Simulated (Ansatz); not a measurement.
# FGaH₂Mg (SMILES [F][GaH][MgH]): functionals against CCSD(T) at one geometry

One table from this session's results is given with a row withheld; the runs are named, their logs left out.

The runs use Ansatz 0.2.0, Gaussian basis; single points in def2-TZVPP.

Correlated methods freeze the cores. Filled d shells of the heavier atoms are correlated. The outer core shell of Li, Na, Mg and K is correlated. B3LYP uses VWN-RPA correlation.

## Where the work starts

5 atoms, charge 0, spin multiplicity 1.

Atoms are counted from 1 here; the program's logs count them from 0.

Bond lengths: F1–Ga2 1.815 Å, Ga2–Mg3 2.503 Å, Ga2–H4 1.761 Å, Mg3–H5 1.665 Å. Angles: F1–Ga2–Mg3 134.9°, F1–Ga2–H4 106.9°, Mg3–Ga2–H4 115.7°, Ga2–Mg3–H5 138.5°.

Coordinates:

```
F    -1.8109   -1.8735   -0.0407
Ga   -0.3896   -0.7734    0.2101
Mg    0.7717    0.9550   -1.1790
H    -0.1344   -0.6527    1.9488
H     1.5672    2.4018   -0.9603
```

The first run:

run/in.yaml reads:

```yaml
crystal:
  periodic: [false, false, false]
  atoms:
    - {symbol: F, position_ang: [-1.810900, -1.873500, -0.040700]}
    - {symbol: Ga, position_ang: [-0.389600, -0.773400, 0.210100]}
    - {symbol: Mg, position_ang: [0.771700, 0.955000, -1.179000]}
    - {symbol: H, position_ang: [-0.134400, -0.652700, 1.948800]}
    - {symbol: H, position_ang: [1.567200, 2.401800, -0.960300]}
basis:
  gaussian: {orbitals: def2-TZVPP}
correlation: {method: ccsd_t}
output: {forces: true}
```

The command line of these runs was not kept.

Among the steps run: CCSD(T)/def2-TZVPP; PBE0-D4/def2-TZVPP; wB97M-V/def2-TZVPP; r2SCAN-D4/def2-TZVPP; PBE-D4/def2-TZVPP; B3LYP-D4/def2-TZVPP; LC-wPBE/def2-TZVPP.

One of the session's tables, all rows but one given; the rest of the session is left out.

```
   method  RMS force component (eV/Å)  angle to CCSD(T) forces (°)  dipole (D)
  CCSD(T)                       0.772                    reference        4.22
  PBE0-D4                       0.749                          2.8        4.09
  wB97M-V                       0.737                          5.0        4.31
r2SCAN-D4                       0.735                          3.4        4.05
   PBE-D4                           ?                            ?           ?
 B3LYP-D4                       0.675                          6.7        4.12
  LC-wPBE                       0.820                          4.7        4.32
```

**Question.** Estimate the row for PBE-D4.

The run gave: RMS force component (eV/Å): 0.616; angle to CCSD(T) forces (°): 12.7; dipole (D): 3.81. In the column «RMS force component (eV/Å)» it is the lowest.
